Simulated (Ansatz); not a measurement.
# CH3AlBFSe: basis-set convergence

The task here is to estimate one member of a computed series from the others.

The runs use Ansatz 0.2.0, Gaussian basis; one geometry, several basis sets.

The runs, in order: PBE0-D4/def2-SVP; ωB97M-V/def2-SVP; PBE0-D4/def2-QZVPP; ωB97M-V/def2-QZVPP; the functionals' def2-TZVPP values are taken from earlier runs.

### The geometry

The geometry comes from an earlier relaxation with PBE0-D4 in a triple-zeta def2 set; it is a stationary point, not always the lowest conformer.

SMILES `FB1[CH2][AlH][Se]1`, 8 atoms, charge 0, spin multiplicity 1.

Atoms are counted from 1 here; the program's logs count them from 0.

Bond lengths: F1–B2 1.322 Å, B2–C3 1.561 Å, B2–Se5 1.996 Å, C3–Al4 1.954 Å, C3–H6 1.089 Å, C3–H7 1.099 Å, Al4–Se5 2.316 Å, Al4–H8 1.576 Å. Angles: F1–B2–C3 125.8°, F1–B2–Se5 120.3°, C3–B2–Se5 113.5°, B2–C3–Al4 86.3°, B2–C3–H6 117.6°, B2–C3–H7 109.7°, Al4–C3–H6 127.8°, Al4–C3–H7 104.2°, H6–C3–H7 108.8°, C3–Al4–Se5 88.2°, C3–Al4–H8 139.8°, Se5–Al4–H8 131.9°, B2–Se5–Al4 67.9°.

The first run:

File in.yaml:

```yaml
crystal:
  periodic: [false, false, false]
  atoms:
    - {symbol: F, position_ang: [-1.674931, 1.658798, 0.435665]}
    - {symbol: B, position_ang: [-0.810984, 0.802129, -0.082432]}
    - {symbol: C, position_ang: [0.545949, 0.372627, 0.557994]}
    - {symbol: Al, position_ang: [0.358758, -1.283667, -0.460879]}
    - {symbol: Se, position_ang: [-1.283180, -0.240329, -1.717618]}
    - {symbol: H, position_ang: [0.653429, 0.484513, 1.636294]}
    - {symbol: H, position_ang: [1.372056, 0.901216, 0.062644]}
    - {symbol: H, position_ang: [0.931003, -2.752287, -0.487467]}
basis:
  gaussian: {orbitals: def2-SVP}
hamiltonian: {xc: pbe0, dispersion: d4}
output: {orbitals: {seedname: orbitals}}
```

Among the steps run: PBE0-D4 in def2-SVP; ωB97M-V in def2-SVP; PBE0-D4 in def2-QZVPP; ωB97M-V in def2-QZVPP.

One of the session's tables, all rows but one given; the rest of the session is left out.

It belongs to the step «Density functionals: the series». 

| functional | basis | HOMO (eV) | LUMO (eV) |
| --- | --- | --- | --- |
| PBE0-D4 | def2-SVP | ? | ? |
| PBE0-D4 | def2-TZVPP | -7.49 | -1.40 |
| PBE0-D4 | def2-QZVPP | -7.50 | -1.42 |
| ωB97M-V | def2-SVP | -9.45 | 0.33 |
| ωB97M-V | def2-TZVPP | -9.55 | 0.21 |
| ωB97M-V | def2-QZVPP | -9.56 | 0.07 |

**Question.** Estimate the row for PBE0-D4, def2-SVP.

**Answer.** HOMO (eV): -7.43; LUMO (eV): -1.36. In the column «HOMO (eV)» it is the highest.
